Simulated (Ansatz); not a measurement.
A first try at a rigid scan of one bond length of C2H6AlO, SMILES C[CH2][Al][OH], using Ansatz's Python interface.

The script reads `c2h6alo.xyz`:
```text
10

C    -0.95420    0.50510    0.03030
C    -0.25610   -0.46380    0.87360
Al    1.37480   -1.10260   -0.05420
O     1.91360   -0.45630   -1.70920
H    -1.30510    0.08190   -0.96290
H    -1.91520    0.90130    0.55380
H    -0.33620    1.43800   -0.17820
H    -0.86780   -1.31770    1.07190
H     0.03770    0.02480    1.88160
H    -0.65420    0.50510    0.03030
```

`c2h6alo.py`:
```python
"""Stretching a bond of C2H6AlO, the rest held rigid."""

import warnings

import ansatz as az
import numpy as np

warnings.simplefilter("ignore", az.DeckWarning)

system = az.Crystal.molecule_from_extxyz("c2h6alo.xyz")

symbols = [site.symbol for site in system.cartesian_sites]
start = np.array([site.position_ang for site in system.cartesian_sites])
axis = (start[7] - start[1]) / np.linalg.norm(start[7] - start[1])
moving = [7]
lengths, energies = [0.91, 0.98, 1.07, 1.18, 1.34, 1.6, 1.92, 2.35], []
for length in lengths:
    xyz = start.copy()
    xyz[moving] += (length - np.linalg.norm(start[7] - start[1])) * axis
    point = az.Crystal.molecule()
    for symbol, place in zip(symbols, xyz):
        point = point.atom(symbol, place.tolist())
    model = (
        point.calculation()
        .basis(gaussian="cc-pVDZ")
        .functional("b3lyp")
        .spin("collinear", total=1)
    )
    r = model.run(threads=1).report
    energies.append(r["free_energy_ev"])
    print(f"r = {length:6.3f} A  E = {energies[-1]:.5f} eV  <S^2> = {abs(r['mean_field']['state']['spin_squared']):.3f}")

print("energy above the lowest point (eV):", [round(e - min(energies), 3) for e in energies])
```

`python c2h6alo.py` gives:
```text
r =  0.910 A  E = -10713.70116 eV  <S^2> = 0.759
r =  0.980 A  E = -10714.28172 eV  <S^2> = 0.759
r =  1.070 A  E = -10714.56913 eV  <S^2> = 0.759
r =  1.180 A  E = -10714.49503 eV  <S^2> = 0.759
r =  1.340 A  E = -10713.97546 eV  <S^2> = 0.759
r =  1.600 A  E = -10712.84360 eV  <S^2> = 0.758
r =  1.920 A  E = -10711.73507 eV  <S^2> = 0.803
r =  2.350 A  E = -10711.20830 eV  <S^2> = 0.982
energy above the lowest point (eV): [0.868, 0.287, 0.0, 0.074, 0.594, 1.726, 2.834, 3.361]
```

No error stopped it. What is wrong with the input all the same?

The fault: two atoms almost overlap. Mended:

```diff
--- c2h6alo.xyz
+++ c2h6alo.xyz
@@ -12 +12 @@
-H    -0.65420    0.50510    0.03030
+H     2.39160    0.33820   -1.50380
```

After the fix:

```console
$ python c2h6alo.py
r =  0.910 A  E = -10815.32570 eV  <S^2> = 0.753
r =  0.980 A  E = -10815.91411 eV  <S^2> = 0.753
r =  1.070 A  E = -10816.21374 eV  <S^2> = 0.753
r =  1.180 A  E = -10816.15707 eV  <S^2> = 0.753
r =  1.340 A  E = -10815.66518 eV  <S^2> = 0.753
r =  1.600 A  E = -10814.56354 eV  <S^2> = 0.753
r =  1.920 A  E = -10813.30239 eV  <S^2> = 0.754
r =  2.350 A  E = -10812.23063 eV  <S^2> = 1.203
energy above the lowest point (eV): [0.888, 0.3, 0.0, 0.057, 0.549, 1.65, 2.911, 3.983]
```

Reading the output:
- Total energies depend on the basis set; only differences at equal settings carry meaning.
- The rest of the molecule is held rigid at a force-field or estimated start geometry, and the basis set is modest; single-reference methods fail as a bond breaks.
- The run takes the species as open-shell (spin multiplicity 2), which needn't be its ground state.
- The expectation value of S² is noticeably off S(S+1) in at least one run, so that state is spin-contaminated.
- b3lyp holds the VWN-RPA fit, as in Gaussian; the form of ORCA and Turbomole is b3lyp5.
- Run time: 48 s on 1 thread of Arm Neoverse V2, on a shared host, peak memory 0.29 GiB.
